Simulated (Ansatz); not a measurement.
**BClH₅NOSi: a ladder of functionals and wavefunction methods**

An exercise on one series of results from a longer session: the logs are not shown, and one member is left open.

Method: functionals in def2-TZVPP, the program's frozen cores in correlated methods; program: Ansatz 0.2.0, Gaussian basis.

The runs, in order: PBE-D4, r2SCAN-D4, PBE0-D4, B3LYP-D4, ωB97X-V, ωB97M-V, B2PLYP; CCSD(T)/def2-TZVPP; MP2/def2-QZVPP; extrapolation to the limit.

## The geometry

The geometry comes from an earlier relaxation with PBE0-D4 in a triple-zeta def2 set; it is a stationary point, not always the lowest conformer.

SMILES `N[SiH](Cl)BO`, 10 atoms, charge 0, spin multiplicity 1.

Atoms are counted from 1 here; the program's logs count them from 0.

Bond lengths: N1–Si2 1.704 Å, N1–H6 1.008 Å, N1–H7 1.007 Å, Si2–Cl3 2.096 Å, Si2–B4 2.021 Å, Si2–H8 1.483 Å, B4–O5 1.352 Å, B4–H9 1.204 Å, O5–H10 0.962 Å. Angles: Si2–N1–H6 119.4°, Si2–N1–H7 121.8°, H6–N1–H7 111.6°, N1–Si2–Cl3 114.7°, N1–Si2–B4 110.2°, N1–Si2–H8 107.9°, Cl3–Si2–B4 103.4°, Cl3–Si2–H8 103.9°, B4–Si2–H8 116.8°, Si2–B4–O5 117.0°, Si2–B4–H9 123.2°, O5–B4–H9 119.8°, B4–O5–H10 114.0°.

Geometry (Å):

```
N    -1.2203   -0.5247   -1.1069
Si   -0.4100   -0.7353    0.3774
Cl    0.9052   -2.3660    0.4339
B     0.7899    0.8475    0.7493
O     1.1217    1.6267   -0.3041
H    -0.7384   -0.0853   -1.8753
H    -1.9152   -1.1783   -1.4296
H    -1.4259   -1.0615    1.4078
H     1.2445    1.0874    1.8376
H     1.7316    2.3383   -0.0872
```

The first run:

The input, in.yaml:

```yaml
crystal:
  periodic: [false, false, false]
  atoms:
    - {symbol: N, position_ang: [-1.220295, -0.524664, -1.106916]}
    - {symbol: Si, position_ang: [-0.409969, -0.735331, 0.377377]}
    - {symbol: Cl, position_ang: [0.905172, -2.366027, 0.433870]}
    - {symbol: B, position_ang: [0.789866, 0.847514, 0.749294]}
    - {symbol: O, position_ang: [1.121728, 1.626729, -0.304094]}
    - {symbol: H, position_ang: [-0.738388, -0.085314, -1.875325]}
    - {symbol: H, position_ang: [-1.915197, -1.178310, -1.429630]}
    - {symbol: H, position_ang: [-1.425928, -1.061526, 1.407786]}
    - {symbol: H, position_ang: [1.244489, 1.087435, 1.837579]}
    - {symbol: H, position_ang: [1.731623, 2.338293, -0.087240]}
basis:
  gaussian: {orbitals: def2-TZVPP}
hamiltonian: {xc: pbe, dispersion: d4}
output: {forces: true, orbitals: {seedname: orbitals}}
```

Started as:

```bash
$ ansatz run in.yaml --threads 4 --pin off --events-out ev --progress --plain --max-ram 10444MiB
```

Among the steps run: PBE-D4 (GGA); r2SCAN-D4 (meta-GGA); PBE0-D4 (hybrid); B3LYP-D4 (hybrid); ωB97X-V (range-separated); ωB97M-V (range-separated); B2PLYP (double hybrid); CCSD(T) in def2-TZVPP; MP2 in def2-QZVPP.

One of the session's tables, all rows but one given; the rest of the session is left out.

```
            method  atomisation energy (kJ/mol)
            PBE-D4                            ?
         r2SCAN-D4                       3583.7
           PBE0-D4                       3568.0
          B3LYP-D4                       3577.8
           ωB97X-V                       3596.1
           ωB97M-V                       3598.2
            B2PLYP                       3537.1
     HF/def2-TZVPP                       2582.0
    MP2/def2-TZVPP                       3539.4
   CCSD/def2-TZVPP                       3411.3
CCSD(T)/def2-TZVPP                       3465.3
           MP2/CBS                       3651.1
       CCSD(T)/CBS                       3577.0
```

Estimate the missing values for PBE-D4.

The run gave: atomisation energy (kJ/mol): 3634.8. In the column «atomisation energy (kJ/mol)» it lies between ωB97M-V (3598.2) and MP2/CBS (3651.1).

To keep in mind: Free atoms (1 N, 1 Si, 1 Cl, 1 B, 1 O, 5 H) were run apart at each level; the atomisation energy is their sum less the molecule, without zero-point or spin-orbit terms.
